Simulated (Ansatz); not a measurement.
# C3H7BFP: geometry optimisation in Python

What geometry does C3H7BFP take? Aim: a geometry optimisation, for C3H7BFP, run from a script.

All numbers are computed with the Python package of Ansatz 0.2.0. Level of theory: PBE0+D3(BJ)/def2-SVP.

**1. Starting point**

Bond lengths: F1–C2 1.383 Å, C2–C3 1.518 Å, C2–C4 1.519 Å, C3–C4 1.524 Å, C4–B5 1.596 Å, B5–P6 1.929 Å, C2–H7 1.112 Å, C3–H8 1.111 Å, C3–H9 1.112 Å, C4–H10 1.111 Å, B5–H11 1.182 Å, P6–H12 1.453 Å, P6–H13 1.453 Å. Angles (14 of 24 angles, heavy atoms first): F1–C2–C3 113.1°, F1–C2–C4 113.6°, C3–C2–C4 60.2°, C2–C3–C4 59.9°, C2–C4–C3 59.9°, C2–C4–B5 114.6°, C3–C4–B5 115.2°, C4–B5–P6 119.9°, F1–C2–H7 120.5°, C3–C2–H7 115.8°, C4–C2–H7 119.1°, C2–C3–H8 114.1°, C2–C3–H9 113.5°, C4–C3–H8 114.6°.

The script holds or builds the structure itself.

**2. The code**

Input file c3h7bfp_opt.py:

```python
import ansatz as az
import numpy as np

GEOMETRY = """
F    -1.47340    1.67240    1.21870
C    -1.08120    0.97540    0.08990
C    -1.64070   -0.43510    0.03780
C    -0.17530   -0.20690    0.38940
B     0.86420   -0.55730   -0.76980
P     2.74980   -0.26270   -0.49040
H    -0.98570    1.49480   -0.88840
H    -2.28740   -0.69850    0.90160
H    -1.86250   -0.78600   -0.99340
H     0.07650   -0.36650    1.45930
H     0.49020   -0.96410   -1.81460
H     2.56000    1.06780    0.06150
H     2.76540   -0.93330    0.79820
"""


def main() -> None:
    c3h7bfp = az.Crystal.molecule()
    for line in GEOMETRY.strip().splitlines():
        symbol, *xyz = line.split()
        c3h7bfp = c3h7bfp.atom(symbol, [float(v) for v in xyz])

    calc = (
        c3h7bfp.calculation()
        .basis(gaussian="def2-SVP")
        .functional("pbe0", dispersion="d3bj")
    )
    symbols = [site.symbol for site in c3h7bfp.cartesian_sites]
    start = np.array([site.position_ang for site in c3h7bfp.cartesian_sites], dtype=float)
    def progress(event):
        if event["event"] == "relax_step":
            row = event["data"]
            print(f"step {row['step']:3d}  E = {row['lagrangian_ev']:.6f} eV  largest force component {row['allowed_force_max_ev_ang']:.4f} eV/A")


    rep = calc.relax(force_tolerance=0.005).session().plan().execute(on_event=progress).report
    end = np.array(rep["positions_ang"])

    print(f"E = {rep['free_energy_ev']:.6f} eV = {rep['free_energy_ev'] / 27.211386246:.7f} Ha")
    print("converged:", rep["converged"], " doubts:", rep["published_state_doubts"] or "none")

    print("final positions (A) and the move of each atom")
    for symbol, xyz, old in zip(symbols, end, start):
        print(f"{symbol:2s} {xyz[0]:10.5f} {xyz[1]:10.5f} {xyz[2]:10.5f}   {np.linalg.norm(xyz - old):7.4f}")


if __name__ == "__main__":
    main()
```

**3. Running it**

The run is started by

```
> python c3h7bfp_opt.py
```

Q: Predict the main results. Wanted: total energy; dipole moment; moves of the relaxation; energy gained; last largest force component.

The runs gave:

```
                    quantity           value
                total energy  -15887.4147 eV
               dipole moment          0.60 D
     moves of the relaxation              19
               energy gained        0.806 eV
last largest force component     0.0030 eV/Å
```

In words: The relaxation took 19 moves; the largest shift is 1.687 Å, of atom 12 (H). So large a move can change the bonding: the results belong to the relaxed structure. The end point is the stationary point reached from this start; no frequency run checks that it is a minimum, and the basis set is modest.
